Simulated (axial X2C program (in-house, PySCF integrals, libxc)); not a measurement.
**ZrF⁺: from the state search to constants**

Aim: find the lowest determinant of ZrF⁺, scan the bond at several levels and fit the constants, once spin-free and once with spin–orbit coupling.

Program: an in-house X2C program for linear molecules on PySCF integrals. Level of theory: all-electron X2C, Zr dyall-cv3z, F dyall-av3z. These are calculated values, not measurements.

## (1) Input

Input file task.json:

```json
{
 "zs": [
  40,
  9
 ],
 "q": 1,
 "bas": [
  "dyall-cv3z",
  "dyall-av3z"
 ],
 "levels": [
  "PBE0",
  "HF",
  "PBE"
 ],
 "cc": true,
 "r0": 2.18,
 "thr": -1.0,
 "nmax": 90,
 "npts": 10,
 "nst": 2,
 "ntry": 6
}
```

Keys: zs atomic numbers; q charge; bas basis sets; levels methods (HF also brings MP2); cc coupled cluster on or off; r0 starting distance in Å; thr threshold in hartree for freezing inner shells (an s shell follows its p shell); nmax most natural virtual spinors; npts points asked for on the curve; nst determinants followed; ntry starts of the search.

Run with:

```console
python so2c.py task.json out
```

Spin-free means the one-electron spin-free X2C Hamiltonian; two-component (2c) means X2C with spin–orbit coupling and atomic mean-field two-electron Coulomb and Gaunt terms. Basis: Zr dyall-cv3z contracted to [11s12p9d6f3g], F dyall-av3z contracted to [7s6p3d2f]; Gaussian nuclei, density fitting. Masses: Zr 89.905 u, F 18.998 u.

Notation: σ, π±, δ± give the projection m of an orbital's angular momentum (0, ±1, ±2), α and β its spin, Λ and M_S the sums; ω is the projection of a spinor's total angular momentum and Ω the sum. Logs are in hartree.

The results follow Hamiltonian by Hamiltonian and level by level.

## (2) State search with PBE0

PBE0 moves the distance from 2.180 Å to 1.834 Å and compares determinants there.

Spin-free determinants:

```csv
ΔE (eV),state,open shells
0.00,"M_S = 1, Λ = 2","beyond closed shells: σα, δ+α"
0.02,"M_S = 1, Λ = 0","beyond closed shells: δ+α, δ-α"
0.64,"M_S = 0, Λ = 2","beyond closed shells: σα, δ+β"
0.66,"M_S = 1, Λ = 3","beyond closed shells: π+α, δ+α"
0.77,"M_S = 1, Λ = 1","beyond closed shells: π-α, δ+α"
0.88,"M_S = 0, Λ = 0","beyond closed shells: δ+β, δ-α"
0.88,"M_S = 0, Λ = 4","beyond closed shells: δ+α, δ+β"
```

Two-component determinants:

```json
{"ΔE (eV)": "0.00", "state": "Ω = 1", "open shells": "excess of +ω over −ω: ω = -1/2, ω = 3/2"}
{"ΔE (eV)": "0.07", "state": "Ω = 1", "open shells": "excess of +ω over −ω: ω = -3/2, ω = 5/2"}
{"ΔE (eV)": "0.10", "state": "Ω = 3", "open shells": "excess of +ω over −ω: ω = 1/2, ω = 5/2"}
{"ΔE (eV)": "0.63", "state": "Ω = 2", "open shells": "excess of +ω over −ω: ω = 1/2, ω = 3/2"}
{"ΔE (eV)": "0.74", "state": "Ω = 2", "open shells": "excess of +ω over −ω: ω = -1/2, ω = 5/2"}
{"ΔE (eV)": "0.78", "state": "Ω = 4", "open shells": "excess of +ω over −ω: ω = 3/2, ω = 5/2"}
{"ΔE (eV)": "1.15", "state": "Ω = 3", "open shells": "excess of +ω over −ω: 2 × ω = 3/2"}
```

## (3) PBE0, spin-free

State followed: M_S = 1, Λ = 2 (beyond closed shells: σα, δ+α). The scan is laid around 1.820 Å, a first estimate of the minimum, and this SCF restarts from the orbitals of the search.

The SCF at the reference distance of 1.820 Å:

```text
spin-free X2C-1e  PBE0
basis functions 215  fitting functions 1009  grid points 5074
iter        total energy     max residual
   1      -3696.015727279     4.21e+00
   2      -3697.709780338     1.98e-02
   3      -3697.702630723     3.16e-02
   4      -3697.718078584     9.32e-03
   5      -3697.719577596     1.41e-03
   6      -3697.719608423     3.70e-04
   7      -3697.719612662     1.29e-04
   8      -3697.719613470     5.99e-05
   9      -3697.719613701     1.03e-05
  10      -3697.719613709     1.47e-06
  11      -3697.719613709     2.45e-07
converged
one-electron -5302.47672289  Coulomb 1625.08296019  exact exchange -30.73231103  xc functional -94.26595533  nuclear repulsion 104.67241535
```

Along the bond, energies from the lowest point:

```
R (Å)  E (eV)  μ (D)  HOMO (eV)  LUMO (eV)  iterations
1.583  1.3021  -2.77     -11.07      -8.99          13
1.656  0.5357  -3.37     -11.21      -9.13          12
1.711  0.2084  -3.80     -11.31      -9.23          12
1.765  0.0420  -4.22     -11.40      -9.32          12
1.820  0.0000  -4.63     -11.50      -9.40          11
1.884  0.0692  -5.10     -11.60      -9.49          13
1.947  0.2309  -5.56     -11.71      -9.57          13
2.029  0.5303  -6.13     -11.83      -9.66          13
2.129  0.9789  -6.80     -11.98      -9.76          13
2.275  1.6986  -7.69     -12.18      -9.88          14
```

Dipoles are positive if F is the positive end and refer to the centre of mass.

Outer orbitals at the reference distance:

```tsv
symmetry	occupied	ε (eV)	atomic character
σα	yes	-18.84	80% F p, 14% Zr d, 2% Zr p
σβ	yes	-18.76	82% F p, 12% Zr d, 2% Zr p
π-β	yes	-18.40	85% F p, 8% Zr d, 3% Zr f
π+β	yes	-18.40	85% F p, 8% Zr d, 3% Zr f
π+α	yes	-18.36	84% F p, 10% Zr d, 3% Zr f
π-α	yes	-18.35	84% F p, 10% Zr d, 3% Zr f
δ+α	yes	-12.30	99% Zr d
σα	yes	-11.50	56% Zr s, 27% Zr d, 10% F p
δ-α	no	-9.40	99% Zr d
π+α	no	-8.55	80% Zr d, 8% Zr p, 6% F p
π-α	no	-8.45	80% Zr d, 8% Zr p, 6% F p
σβ	no	-8.02	67% Zr s, 14% Zr d, 8% F p
```

PBE0 fields in the half plane through the axis: z from -2.4 to 4.2 Å across, distance from the axis 0.15 to 2.25 Å upwards; Zr lies at z = 0 and F at z = 1.820 Å; the ELF is damped to zero where the density is low.

log10 density (e/bohr³). Ten even steps from '0' (-6.48 ) to '9' (1.60 ):
```
22333444444433332221100
23334444444444333322110
23344455555444444332211
33344555555555554433221
33445566666555655543321
33445667776666666544322
33445677877677776654322
33456678987778887654332
```

ELF. Ten even steps from ' ' (0.00 ) to '@' (0.86 ):
```
      ..--**######**==::                      
      ::++##%%%%%%##++::                      
    ..--==++######**--..                      
    ....::--==****++::  ..::::::..            
          ..--++**++..  ::++++++--::          
          ..++%%@@%%--..++%%%%%%##==::        
        ..**@@++::++##::##@@@@@@@@**--..      
        ++@@@@==++++%%--%%%%::%%@@##==..      
```

Re = 1.814 Å, ωe = 752 cm⁻¹, ωexe = 2.98 cm⁻¹, Be = 0.3265 cm⁻¹, De = 6.10 eV, μ = -4.59 D.

## (4) HF, spin-free

The SCF at the reference distance of 1.820 Å:

```text
spin-free X2C-1e  HF
basis functions 215  fitting functions 1009  grid points 5074
iter        total energy     max residual
   1      -3695.650591472     2.93e-01
   2      -3695.678219321     9.57e-03
   3      -3695.679367176     7.36e-03
   4      -3695.680194393     1.34e-03
   5      -3695.680263905     6.92e-04
   6      -3695.680292903     4.89e-04
   7      -3695.680310531     3.83e-04
   8      -3695.680324073     2.41e-04
   9      -3695.680330086     7.56e-05
  10      -3695.680330422     1.61e-05
  11      -3695.680330433     5.01e-06
  12      -3695.680330434     1.70e-06
converged
one-electron -5301.26448192  Coulomb 1623.93753609  exact exchange -123.02579995  xc functional 0.00000000  nuclear repulsion 104.67241535
```

Re = 1.832 Å, ωe = 740 cm⁻¹, ωexe = 3.25 cm⁻¹, Be = 0.3204 cm⁻¹, De = 3.89 eV, μ = -5.47 D.

## (5) PBE, spin-free

The SCF at the reference distance of 1.820 Å:

```text
spin-free X2C-1e  PBE
basis functions 215  fitting functions 1009  grid points 5074
iter        total energy     max residual
   1      -3697.656189688     9.85e-02
   2      -3697.653493886     2.18e-02
   3      -3697.616619018     4.79e-02
   4      -3697.659911415     4.90e-03
   5      -3697.660287482     4.40e-04
   6      -3697.660290454     1.58e-04
   7      -3697.660290689     6.53e-05
   8      -3697.660290758     6.06e-06
   9      -3697.660290759     8.39e-07
converged
one-electron -5302.43427886  Coulomb 1625.00979317  exact exchange 0.00000000  xc functional -124.90822042  nuclear repulsion 104.67241535
```

Re = 1.825 Å, ωe = 735 cm⁻¹, ωexe = 2.96 cm⁻¹, Be = 0.3228 cm⁻¹, De = 6.57 eV, μ = -4.19 D.

## (6) Correlated methods, spin-free

Correlated methods: 10 electrons correlated (frozen shells, counted by type: Zr 4 s, 3 p, 1 d; F 1 s), 308 virtual spinors in MP2, 90 natural virtuals in coupled cluster.

Output of the correlated part at 1.820 Å:

```text
correlated 10  virtual 308  natural virtual 90  E(MP2) -0.314926110  MP2 remainder -0.007645682
iter   CCSD correlation   residual
   1     -0.293380759   1.32e-01
   2     -0.301670057   7.42e-02
   3     -0.304258754   1.69e-02
   4     -0.304325259   6.11e-03
   5     -0.304321078   1.85e-03
   6     -0.304338432   6.80e-04
   7     -0.304336814   2.72e-04
   8     -0.304335810   1.06e-04
   9     -0.304337425   5.31e-05
  10     -0.304336319   2.60e-05
  11     -0.304336716   9.34e-06
  12     -0.304336538   3.72e-06
  13     -0.304336553   1.53e-06
(T) -0.011849622  T1 0.0281  D1 0.0411  max T2 0.035
```

T1 in the output is the amplitude norm over the root of the electron number; divide by √2 for the Lee–Taylor value.

MP2: Re = 1.838 Å, ωe = 733 cm⁻¹, Be = 0.3183 cm⁻¹, De = 6.37 eV.

CCSD: Re = 1.836 Å, ωe = 735 cm⁻¹, ωexe = 2.86 cm⁻¹, Be = 0.3187 cm⁻¹, De = 5.87 eV. T1 at Re = 0.020 (Lee–Taylor, the printed value over √2).

CCSD(T): Re = 1.839 Å, ωe = 733 cm⁻¹, ωexe = 2.79 cm⁻¹, Be = 0.3178 cm⁻¹, De = 6.07 eV. T1 at Re = 0.020 (Lee–Taylor, the printed value over √2).

## (7) A higher determinant, spin-free

State: M_S = 1, Λ = 0 (beyond closed shells: δ+α, δ-α).

Output at the reference distance:

```text
spin-free X2C-1e  PBE0
basis functions 215  fitting functions 1009  grid points 5074
iter        total energy     max residual
   1      -3696.069543034     4.03e+00
   2      -3697.709480058     1.88e-02
   3      -3697.703113661     3.07e-02
   4      -3697.717305269     8.10e-03
   5      -3697.718513435     1.25e-03
   6      -3697.718532417     2.28e-04
   7      -3697.718533338     3.12e-05
   8      -3697.718533350     8.54e-06
   9      -3697.718533351     1.04e-06
converged
one-electron -5305.75517478  Coulomb 1628.49220041  exact exchange -30.76299650  xc functional -94.36497783  nuclear repulsion 104.67241535
```

```
R (Å)  E above the lowest PBE0 point (eV)
1.583                               1.450
1.656                               0.648
1.711                               0.292
1.765                               0.097
1.820                               0.029
1.884                               0.072
1.947                               0.212
2.029                               0.492
2.129                               0.929
```

Re = 1.828 Å, ωe = 738 cm⁻¹, ωexe = 2.64 cm⁻¹, Be = 0.3215 cm⁻¹, μ = -5.33 D. Te = 0.03 eV.

## (8) The spin-free curves together

Energy (eV) of the followed determinant, spin-free, from each level's lowest point:

```
R (Å)   PBE0     HF    MP2   CCSD  CCSD(T)    PBE
1.583  1.302  1.492  1.548    n/a      n/a  1.386
1.656  0.536  0.654  0.691  0.684    0.701  0.592
1.711  0.208  0.281  0.304  0.300    0.311  0.245
1.765  0.042  0.075  0.086  0.084    0.089  0.060
1.820  0.000  0.000  0.000  0.000    0.000  0.000
1.884  0.069  0.037  0.025  0.028    0.023  0.049
1.947  0.231  0.172  0.151  0.156    0.147  0.191
2.029  0.530  0.442  0.412  0.422    0.409  0.467
2.129  0.979  0.857  0.821    n/a      n/a  0.890
2.275  1.699  1.527  1.490    n/a      n/a  1.574
```

## (9) PBE0, 2c

State followed: Ω = 1 (excess of +ω over −ω: ω = -1/2, ω = 3/2). The scan is laid around 1.820 Å, a first estimate of the minimum, and this SCF restarts from the orbitals of the search.

The SCF at the reference distance of 1.820 Å:

```text
two-component X2C + atomic mean field  PBE0
basis functions 215  fitting functions 1009  grid points 5074
iter        total energy     max residual
   1      -3694.511027857     4.22e+00
   2      -3696.321472799     1.97e-02
   3      -3696.314402192     3.15e-02
   4      -3696.329685470     9.26e-03
   5      -3696.331164844     1.41e-03
   6      -3696.331195871     3.69e-04
   7      -3696.331200142     1.30e-04
   8      -3696.331200973     6.01e-05
   9      -3696.331201216     1.01e-05
  10      -3696.331201227     2.99e-06
  11      -3696.331201228     1.73e-06
converged
one-electron -5298.83405660  Coulomb 1624.37936042  exact exchange -30.71889040  xc functional -94.22557820  nuclear repulsion 104.67241535  atomic mean-field constant -1.60445180
```

Along the bond, energies from the lowest point:

```
R (Å)  E (eV)  μ (D)  HOMO (eV)  LUMO (eV)  iterations
1.583  1.3037  -2.77     -11.06      -8.94          14
1.656  0.5369  -3.36     -11.20      -9.08          14
1.711  0.2092  -3.79     -11.30      -9.17          14
1.765  0.0424  -4.22     -11.40      -9.27          14
1.820  0.0000  -4.63     -11.49      -9.35          11
1.884  0.0687  -5.10     -11.60      -9.44          14
1.947  0.2299  -5.56     -11.70      -9.52          15
2.029  0.5285  -6.13     -11.82      -9.61          15
2.129  0.9763  -6.80     -11.97      -9.70          15
2.275  1.6949  -7.69     -12.18      -9.83          14
```

Dipoles are positive if F is the positive end and refer to the centre of mass.

Outer spinors at the reference distance:

```tsv
ω	occupied	ε (eV)	atomic character	λ mixture
-1/2	yes	-18.83	80% F p, 14% Zr d, 2% Zr p	100% σ
1/2	yes	-18.76	82% F p, 12% Zr d, 2% Zr p	100% σ
-1/2	yes	-18.42	85% F p, 8% Zr d, 3% Zr f	100% π
3/2	yes	-18.38	85% F p, 8% Zr d, 3% Zr f	100% π
1/2	yes	-18.37	84% F p, 10% Zr d, 3% Zr f	100% π
-3/2	yes	-18.33	84% F p, 10% Zr d, 3% Zr f	100% π
3/2	yes	-12.34	99% Zr d	100% δ
-1/2	yes	-11.49	56% Zr s, 27% Zr d, 10% F p	100% σ
-5/2	no	-9.35	99% Zr d	100% δ
1/2	no	-8.58	80% Zr d, 9% Zr p, 6% F p	100% π
-3/2	no	-8.41	80% Zr d, 8% Zr p, 6% F p	99% π, 1% δ
1/2	no	-8.02	67% Zr s, 14% Zr d, 8% F p	100% σ
```

PBE0 fields in the half plane through the axis: z from -2.4 to 4.2 Å across, distance from the axis 0.15 to 2.25 Å upwards; Zr lies at z = 0 and F at z = 1.820 Å; the ELF is damped to zero where the density is low.

log10 density (e/bohr³). Ten even steps from ' ' (-6.50 ) to '@' (1.60 ):
```
::::------==============--------::::::....    
::------========++==========--------::::....  
::----======++++++++++============----::::....
------====++++++++++++++++++++++====----::::..
----====++++**********++++++**++++++==----::..
----====++****######**************++====--::::
----====++**####%%####**########****++==--::::
----==++****##%%@@%%######%%%%%%##**++==----::
```

ELF. Ten even steps from ' ' (0.00 ) to '@' (0.86 ):
```
      ..--**######**==::                      
      --++##%%%%%%##++::                      
    ..--==++######**--..                      
    ....::::==****==::  ..::::::..            
          ..--++**++..  ::++++++--::          
          ..++%%@@%%--..++%%%%%%##==::        
        ..**@@++::++##::##@@@@@@@@**--..      
        ++@@@@==++++%%--%%%%::%%@@##==..      
```

Re = 1.815 Å, ωe = 751 cm⁻¹, ωexe = 2.99 cm⁻¹, Be = 0.3264 cm⁻¹, De = 6.10 eV, μ = -4.59 D.

## (10) HF, 2c

The SCF at the reference distance of 1.820 Å:

```text
two-component X2C + atomic mean field  HF
basis functions 215  fitting functions 1009  grid points 5074
iter        total energy     max residual
   1      -3694.262294222     2.94e-01
   2      -3694.289926013     9.56e-03
   3      -3694.291075708     7.36e-03
   4      -3694.291902700     1.34e-03
   5      -3694.291972468     6.90e-04
   6      -3694.292001622     4.87e-04
   7      -3694.292019435     3.81e-04
   8      -3694.292033163     2.39e-04
   9      -3694.292039340     7.42e-05
  10      -3694.292039748     3.79e-05
  11      -3694.292039796     3.15e-05
  12      -3694.292039832     2.50e-05
  13      -3694.292039866     1.76e-05
  14      -3694.292039898     6.78e-06
  15      -3694.292039909     3.77e-06
  16      -3694.292039910     2.60e-06
converged
one-electron -5297.62612443  Coulomb 1623.23839994  exact exchange -122.97227898  xc functional 0.00000000  nuclear repulsion 104.67241535  atomic mean-field constant -1.60445180
```

Re = 1.832 Å, ωe = 739 cm⁻¹, ωexe = 3.29 cm⁻¹, Be = 0.3203 cm⁻¹, De = 3.87 eV, μ = -5.47 D.

## (11) PBE, 2c

The SCF at the reference distance of 1.820 Å:

```text
two-component X2C + atomic mean field  PBE
basis functions 215  fitting functions 1009  grid points 5074
iter        total energy     max residual
   1      -3696.267717086     9.85e-02
   2      -3696.265035113     2.19e-02
   3      -3696.228222384     4.78e-02
   4      -3696.271441781     4.90e-03
   5      -3696.271816708     4.35e-04
   6      -3696.271819633     1.57e-04
   7      -3696.271819866     6.52e-05
   8      -3696.271819935     6.02e-06
   9      -3696.271819936     8.27e-07
converged
one-electron -5298.79012814  Coulomb 1624.30466454  exact exchange 0.00000000  xc functional -124.85431988  nuclear repulsion 104.67241535  atomic mean-field constant -1.60445180
```

Re = 1.825 Å, ωe = 734 cm⁻¹, ωexe = 2.96 cm⁻¹, Be = 0.3228 cm⁻¹, De = 6.62 eV, μ = -4.19 D.

## (12) Correlated methods, 2c

Correlated methods: 10 electrons correlated (frozen shells, counted by type: Zr 4 s, 3 p, 1 d; F 1 s), 308 virtual spinors in MP2, 90 natural virtuals in coupled cluster.

Output of the correlated part at 1.820 Å:

```text
correlated 10  virtual 308  natural virtual 90  E(MP2) -0.314865991  MP2 remainder -0.007646530
iter   CCSD correlation   residual
   1     -0.293331715   1.32e-01
   2     -0.301612525   7.41e-02
   3     -0.304197897   1.68e-02
   4     -0.304264756   6.10e-03
   5     -0.304260405   1.84e-03
   6     -0.304277639   6.80e-04
   7     -0.304276004   2.74e-04
   8     -0.304275023   1.08e-04
   9     -0.304276641   5.53e-05
  10     -0.304275518   2.80e-05
  11     -0.304275936   1.15e-05
  12     -0.304275724   6.06e-06
  13     -0.304275762   3.76e-06
  14     -0.304275728   2.46e-06
  15     -0.304275739   1.42e-06
(T) -0.011842521  T1 0.0280  D1 0.0411  max T2 0.034
```

MP2: Re = 1.838 Å, ωe = 732 cm⁻¹, Be = 0.3181 cm⁻¹, De = 6.35 eV.

CCSD: Re = 1.837 Å, ωe = 734 cm⁻¹, ωexe = 2.91 cm⁻¹, Be = 0.3186 cm⁻¹, De = 5.85 eV. T1 at Re = 0.020 (Lee–Taylor, the printed value over √2).

CCSD(T): Re = 1.839 Å, ωe = 732 cm⁻¹, ωexe = 2.84 cm⁻¹, Be = 0.3177 cm⁻¹, De = 6.05 eV. T1 at Re = 0.020 (Lee–Taylor, the printed value over √2).

## (13) A higher determinant, 2c

State: Ω = 1 (excess of +ω over −ω: ω = -3/2, ω = 5/2).

Output at the reference distance:

```text
two-component X2C + atomic mean field  PBE0
basis functions 215  fitting functions 1009  grid points 5074
iter        total energy     max residual
   1      -3694.572496595     4.04e+00
   2      -3696.319525262     1.88e-02
   3      -3696.313233686     3.05e-02
   4      -3696.327260606     8.06e-03
   5      -3696.328456288     1.25e-03
   6      -3696.328475397     2.29e-04
   7      -3696.328476312     3.12e-05
   8      -3696.328476325     8.77e-06
   9      -3696.328476327     2.36e-06
converged
one-electron -5302.07486221  Coulomb 1627.75150321  exact exchange -30.74938074  xc functional -94.32370014  nuclear repulsion 104.67241535  atomic mean-field constant -1.60445180
```

```
R (Å)  E above the lowest PBE0 point (eV)
1.583                               1.494
1.656                               0.692
1.711                               0.336
1.765                               0.142
1.820                               0.074
1.884                               0.117
1.947                               0.257
2.029                               0.537
2.129                               0.974
```

Re = 1.828 Å, ωe = 738 cm⁻¹, ωexe = 2.64 cm⁻¹, Be = 0.3215 cm⁻¹, μ = -5.33 D. Te = 0.07 eV.

## (14) The 2c curves together

Energy (eV) of the followed determinant, 2c, from each level's lowest point:

```
R (Å)   PBE0     HF    MP2   CCSD  CCSD(T)    PBE
1.583  1.304  1.494  1.550    n/a      n/a  1.387
1.656  0.537  0.656  0.692  0.685    0.703  0.593
1.711  0.209  0.282  0.305  0.301    0.312  0.246
1.765  0.042  0.076  0.087  0.085    0.090  0.060
1.820  0.000  0.000  0.000  0.000    0.000  0.000
1.884  0.069  0.036  0.025  0.027    0.022  0.048
1.947  0.230  0.170  0.149  0.154    0.145  0.190
2.029  0.529  0.438  0.408  0.418    0.405  0.466
2.129  0.976  0.850  0.816    n/a      n/a  0.888
2.275  1.695  1.516  1.479    n/a      n/a  1.571
```

The whole job took 2.6 min on 1 thread of Arm Neoverse V2, shared host; peak memory 0.68 GiB.

## (15) Constants

Lowest determinant that the search found at its distance, spin-free: M_S = 1, Λ = 2 (beyond closed shells: σα, δ+α).

Lowest determinant that the search found at its distance, 2c: Ω = 1 (excess of +ω over −ω: ω = -1/2, ω = 3/2).

```tsv
Hamiltonian	level	Re (Å)	ωe (cm⁻¹)	De (eV)	μ (D)
spin-free	PBE0	1.814	752	6.10	-4.59
spin-free	HF	1.832	740	3.89	-5.47
spin-free	MP2	1.838	733	6.37	n/a
spin-free	CCSD	1.836	735	5.87	n/a
spin-free	CCSD(T)	1.839	733	6.07	n/a
spin-free	PBE	1.825	735	6.57	-4.19
2c	PBE0	1.815	751	6.10	-4.59
2c	HF	1.832	739	3.87	-5.47
2c	MP2	1.838	732	6.35	n/a
2c	CCSD	1.837	734	5.85	n/a
2c	CCSD(T)	1.839	732	6.05	n/a
2c	PBE	1.825	734	6.62	-4.19
```

Dipoles are positive if F is the positive end and refer to the centre of mass.

Time per point (s) on 1 thread of Arm Neoverse V2, shared host (2c runs; CCSD comes with the CCSD(T) run); the times are rough: PBE0 0.74, HF 0.65, MP2 0.87, CCSD(T) 3.8, PBE 0.32.

In words: At CCSD(T), going from spin-free to two-component changes Re by 0 mÅ, ωe by -0.1 %, which is small (part of it comes from the scalar share of the two-electron terms). De moves by -0.02 eV; both De rest on single-determinant atoms, which can miss part of an open shell's spin–orbit lowering.

De refers to Zr+ + F, each in the lowest determinant found, which need not be this curve's own limit. Each curve is one determinant whose occupation by symmetry is held fixed; it was picked as the lowest of a PBE0 search that is not exhaustive. Dissociation energies refer to the lowest single-determinant-based atoms at the same level and basis. Density functionals use the spin component along the axis (collinear). Coupled cluster ran in a truncated set of natural virtual spinors; the MP2 energy of the rest was added. With several unpaired electrons one determinant need not be a pure state. At some level an empty orbital lies below a filled one. With the outer-core shells frozen, correlated bond lengths of heavy atoms tend to come out a few hundredths of an ångström too long.
